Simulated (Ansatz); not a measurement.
# H7NOSi2: the cost of one run

Program: Ansatz 0.2.0. Level of theory: RKS PBE0-D4/STO-3G. These are calculated values, not measurements.

### 1 Starting point

Bond lengths: Si1–O2 1.680 Å, O2–Si3 1.680 Å, Si3–H4 1.460 Å, Si3–H5 1.460 Å, Si3–H6 1.460 Å, Si1–H7 1.460 Å, Si1–H8 1.459 Å, Si1–N9 1.819 Å, N9–H10 1.060 Å, N9–H11 1.060 Å. Angles (14 of 16 angles, heavy atoms first): Si1–O2–Si3 125.0°, O2–Si1–N9 109.5°, O2–Si1–H7 109.5°, O2–Si1–H8 109.5°, H7–Si1–N9 109.5°, H8–Si1–N9 109.5°, O2–Si3–H4 109.5°, O2–Si3–H5 109.5°, O2–Si3–H6 109.5°, Si1–N9–H10 120.0°, Si1–N9–H11 120.0°, H7–Si1–H8 109.5°, H4–Si3–H5 109.4°, H4–Si3–H6 109.4°.

Structure file:

```xyz
11

Si    0.0000    0.0000    0.0000
O     0.0000    0.0000    1.6800
Si   -1.3147   -0.4067    2.6436
H    -2.2390   -1.2403    1.8804
H    -0.8506   -1.1432    3.8157
H    -1.9987    0.8095    3.0733
H     1.3768    0.0000   -0.4862
H    -0.6877    1.1914   -0.4862
N    -0.8572   -1.4851   -0.6061
H    -1.3922   -2.1014    0.0704
H    -0.8219   -1.7344   -1.6357
```

### 2 Relaxing the start

input.yaml

```yaml
crystal:
  periodic: [false, false, false]
  atoms:
    - { symbol: Si, position_ang: [0.0, 0.0, 0.0] }
    - { symbol: O, position_ang: [0.0, 0.0, 1.68] }
    - { symbol: Si, position_ang: [-1.3147, -0.4067, 2.6436] }
    - { symbol: H, position_ang: [-2.239, -1.2403, 1.8804] }
    - { symbol: H, position_ang: [-0.8506, -1.1432, 3.8157] }
    - { symbol: H, position_ang: [-1.9987, 0.8095, 3.0733] }
    - { symbol: H, position_ang: [1.3768, 0.0, -0.4862] }
    - { symbol: H, position_ang: [-0.6877, 1.1914, -0.4862] }
    - { symbol: "N", position_ang: [-0.8572, -1.4851, -0.6061] }
    - { symbol: H, position_ang: [-1.3922, -2.1014, 0.0704] }
    - { symbol: H, position_ang: [-0.8219, -1.7344, -1.6357] }
basis:
  gaussian: { orbitals: STO-3G }
hamiltonian:
  xc: pbe0
  dispersion: d4
relax:
  f_tol: 0.02
  max_steps: 40
```

Started as:

```console
ansatz run input.yaml --threads 1 --pin off --max-ram 2048MiB --backend cpu --events-out ev --progress --plain --runs-dir out
```

What time and memory should one allow on 1 thread of Arm Neoverse V2, shared host?

About 36 s, with a peak of 0.12 GiB.
